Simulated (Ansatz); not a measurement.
This script drives the Python package of Ansatz (0.2.0).

`ch3se_relaxed_scan.py`:
```python
"""Relaxed scan of one distance in CH3Se."""

import ansatz as az
import numpy as np

molecule = (
    az.Crystal.molecule()
    .atom("C", (-0.11987, -0.10767, 0.07753))
    .atom("Se", (1.18881, 1.06378, -0.76596))
    .atom("H", (0.18584, -1.13997, -0.06782))
    .atom("H", (-0.16537, 0.12227, 1.13847))
    .atom("H", (-1.0894, 0.06159, -0.38223))
)

calculation = molecule.calculation()
calculation = calculation.basis(gaussian="def2-SVP")
calculation = calculation.functional("hf")
calculation = calculation.spin("collinear", total=1)
symbols = [site.symbol for site in molecule.cartesian_sites]
pairs = [(0, 1), (0, 2), (0, 3), (0, 4)]
print("held (A)   E (eV)        ", "  ".join(f"{symbols[i]}{i}-{symbols[j]}{j}" for i, j in pairs))
for length in [1.79, 1.95, 2.1, 2.34, 2.63]:
    report = calculation.relax(constraints=[az.DistanceConstraint((0, 1), at=length)], force_tolerance=0.02, max_steps=60).run(threads=1, pin="off").report
    xyz = np.array(report["positions_ang"])
    print(f"{length:6.2f} {report['free_energy_ev']:14.5f}  ", "  ".join(f"{np.linalg.norm(xyz[i] - xyz[j]):.3f}" for i, j in pairs))
```

It is started by `python ch3se_relaxed_scan.py`. Estimate its wall time and peak memory on 1 thread of Intel(R) Xeon(R) 6975P-C (Granite Rapids), with other jobs on the host.

It took about 54 s, with a peak of 0.26 GiB, for 5 runs of the engine.

```console
$ python ch3se_relaxed_scan.py
held (A)   E (eV)         C0-Se1  C0-H2  C0-H3  C0-H4
DeckWarning: relax.constraints: the input's atoms, or those drawn, lie off the distances that are held; a relaxation that starts there is brought onto them ahead of its first SCF, by positions alone, an atom by 7.92e-2 Å at the most. With the symmetry detection on, the symmetry is detected on the input's atoms as so brought (as typed, where only the drawn atoms reach the distances), and notices that speak of the structure as typed mean those atoms
  1.79   -66371.42471   1.790  1.090  1.090  1.094
  1.95   -66371.70029   1.950  1.087  1.087  1.090
  2.10   -66371.53904   2.100  1.085  1.085  1.087
  2.34   -66370.97866   2.340  1.082  1.082  1.083
  2.63   -66370.56961   2.630  1.081  1.082  1.082
```
(Warnings from the package without file and line, repeats left out.)

What to keep in mind:
- Total energies depend on the basis set; only differences at equal settings carry meaning.
- The energies are electronic: no zero-point or thermal terms, and the basis set is short of its limit.
- The run takes the species as open-shell (spin multiplicity 2), which needn't be its ground state.
- The expectation value of S² is noticeably off S(S+1) in at least one run, so that state is spin-contaminated.
